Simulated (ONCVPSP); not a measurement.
# An ONCV potential for Cr, from input to tests

Task: generate the file, and judge it by its errors in other configurations, its logarithmic derivatives, its ghosts and its cutoff.

Method: ONCVPSP 4.0.1, BLYP, scalar-relativistic.

## 1. The design

Typed settings, in words:

- element: chromium (Cr, Z = 24)
- type: optimised norm-conserving Vanderbilt (ONCV)
- frozen core: [Ne]
- valence charge: 14
- reference configuration: 3s2 3p6 3d5 4s0.5 4p0.5
- partial waves: 3s+4s: rc 1.55 bohr, ncon 3, nbas 8, qcut 5.8 1/bohr, 2 projectors; 3p+4p: rc 1.35 bohr, ncon 4, nbas 7, qcut 10.8 1/bohr, 2 projectors; 3d: rc 1.10 bohr, ncon 5, nbas 10, qcut 9.5 1/bohr, 2 projectors, debl 2.6 Ha; f scattering state at 0.37 Ha: rc 1.65 bohr, ncon 4, nbas 9, qcut 7.5 1/bohr, 2 projectors, debl 0.3 Ha
- local potential: polynomial inside 0.80 bohr (lpopt 1, dvloc0 3 Ha)
- core correction: polynomial model core, fcfact 0.75

## 2. Generating the potential

Contents of Cr.dat:

```
# ATOM AND REFERENCE CONFIGURATION
# atsym  z   nc   nv     iexc    psfile
  Cr 24.00    3    5  -106131      upf
#
#   n    l    f
    1    0    2.00
    2    0    2.00
    2    1    6.00
    3    0    2.00
    3    1    6.00
    3    2    5.00
    4    0    0.50
    4    1    0.50
#
# PSEUDOPOTENTIAL AND OPTIMIZATION
# lmax
    3
#
#   l,   rc,      ep,       ncon, nbas, qcut
    0    1.55    0.00    3    8    5.80
    1    1.35    0.00    4    7   10.80
    2    1.10    0.00    5   10    9.50
    3    1.65    0.37    4    9    7.50
#
# LOCAL POTENTIAL
# lloc, lpopt,  rc(5),   dvloc0
    4    1    0.80    3.00
#
# VANDERBILT-KLEINMAN-BYLANDER PROJECTORs
# l, nproj, debl
    0    2    3.80
    1    2    2.90
    2    2    2.60
    3    2    0.30
#
# MODEL CORE CHARGE
# icmod, fcfact, rcfact
    1    0.75    0.00
#
# LOG DERIVATIVE ANALYSIS
# epsh1, epsh2, depsh
   -4.00    5.00    0.02
#
# OUTPUT GRID
# rlmax, drl
    6.00    0.01
#
# TEST CONFIGURATIONS
# ncnf
    4
# nvcnf
#   n    l    f
    5
    3    0    2.00
    3    1    6.00
    3    2    5.00
    4    0    1.00
    4    1    0.00
#
    5
    3    0    2.00
    3    1    6.00
    3    2    5.00
    4    0    0.00
    4    1    0.00
#
    5
    3    0    2.00
    3    1    6.00
    3    2    4.00
    4    0    0.00
    4    1    0.00
#
    5
    3    0    2.00
    3    1    6.00
    3    2    5.00
    4    0    0.50
    4    1    0.00
#
```

Run with:

```
$ oncvpsp.x < Cr.dat > Cr.out
```

Q: Predict the outcome of this session. Wanted: cutoffs for 1 and 0.1 mHa per electron, occupied waves; bound ghosts; GHOST(+) flags; largest test error; largest phase difference near zero energy, channels read; rms error of d²Exc/dn², without and with the model core.

**Answer**, as computed:

```
                                                quantity                                                value
  cutoffs for 1 and 0.1 mHa per electron, occupied waves                                    246 Ha and 311 Ha
                                            bound ghosts                                           none found
                                          GHOST(+) flags                                   none at low energy
                            largest test error (AE − PS)  +0.2 meV, for 3s2 3p6 3d5 4s0 4p0 (1 test unsolved)
largest phase difference near zero energy, channels read                                            0.000 rad
 rms error of d²Exc/dn², without and with the model core                                    2.38 and 1.38 mHa
```

**Reading.** The worst unpolarised test, 3s2 3p6 3d5 4s0 4p0, is off by 0.2 meV on 5.4 eV; by total energies transferability rates as very good where solved. Of the tests 1 gave no usable energy difference, which is a warning in itself. The potential is very hard: the looser tolerance needs 246 Ha. At the looser tolerance the 3d wave is the slowest; 3p needs 28 Ha. The program's ghost test flags no bound state. Near zero energy the phases of the channels with partial waves agree within 0.001 rad. All of this concerns the isolated atom, not yet a solid.
